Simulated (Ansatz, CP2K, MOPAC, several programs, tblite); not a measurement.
## Many methods on one cell: SnSe (Pnma)

An 8-atom cell of SnSe started from a crystallographic database, relaxed with r2SCAN+rVV10 in Ansatz, was computed with several methods. It is orthorhombic, Pnma (No. 62); conventional cell a = 11.579 Å, b = 4.127 Å, c = 4.567 Å, 27.28 Å³ an atom. Around Sn lie 3 Se at 2.75–2.77 Å; around Se lie 3 Sn at 2.75–2.77 Å. Calculated for a static, non-magnetic cell.

```
Sn Se
1.0
    11.57950    0.00000    0.00000
     0.00000    4.12715    0.00000
     0.00000    0.00000    4.56669
Sn Se
4 4
Direct
  0.11879 0.25000 0.11294
  0.38121 0.75000 0.61294
  0.61879 0.25000 0.38706
  0.88121 0.75000 0.88706
  0.35315 0.25000 0.01199
  0.14685 0.75000 0.51199
  0.85315 0.25000 0.48801
  0.64685 0.75000 0.98801
```

Gaps and times are for a single point on this cell; volume and bulk modulus come from each method's own relaxation or energy curve at fixed shape, which is too stiff where a cell has free coordinates or axes. Times are rough, from shared hosts (Arm Neoverse N1), and each method has its own mesh and cell size. A double dagger marks a value from a curve with shape and coordinates held. PM6 (MOPAC), PM7 (MOPAC), GFN1-xTB (tblite) treat a cluster of cells at its zone centre, which samples few k points: where these miss a band edge, the gap comes out too large for that reason alone. Gaps from k meshes are read at a limited set of points (mesh, symmetry points, PBE's band edges), so each method's own least gap may be somewhat smaller. xTB and the PM methods were fitted mostly to molecules, and can miss a solid's gap by electronvolts. Minimal bases can be far off for gaps. Curves at held shape can't give the bulk modulus of a layered or molecular crystal, so none is listed. d marks a direct gap, i an indirect one (no mark: not told apart), a dash a value that wasn't computed or didn't pass its checks.

```tsv
method	kind	gap (eV)	own volume (Å³/atom)	bulk modulus (GPa)	atoms computed	processor time
PM7 (MOPAC)	semi-empirical	4.48	–	–	32	1.9 s
GFN1-xTB (tblite)	tight binding	1.62	–	–	32	2.2 s
PM6 (MOPAC)	semi-empirical	4.08	–	–	32	2.3 s
light PBE (260 eV and a coarse mesh)	light plane-wave	0.61 i	–	–	8	11 s
PBE/SZV (CP2K)	small basis	0.78 i	–	–	8	16 s
PBE/DZVP (CP2K)	small basis	0.61 i	28.86‡	–	8	38 s
PBE	semilocal	0.64 i	–	–	8	62 s
r2SCAN	semilocal	0.92 i	–	–	8	2.4 min
```

Against r2SCAN (0.92 eV) and with closed or daggered gaps left aside, the nearest gap at the points sampled is that of PBE/SZV (CP2K) (-0.14 eV) and the farthest that of PM7 (MOPAC) (+3.56 eV). r2SCAN is only a yardstick of convenience: semilocal gaps usually lie below measured ones, which GLLB-SC and hybrids aim to mend.

Runs without a result: GFN2-xTB (tblite) (single point), GLLB-SC (GPAW) (single point, out of time).

No spin-orbit coupling is included; it can move band edges with weight on the heavy atoms by tenths of an eV.
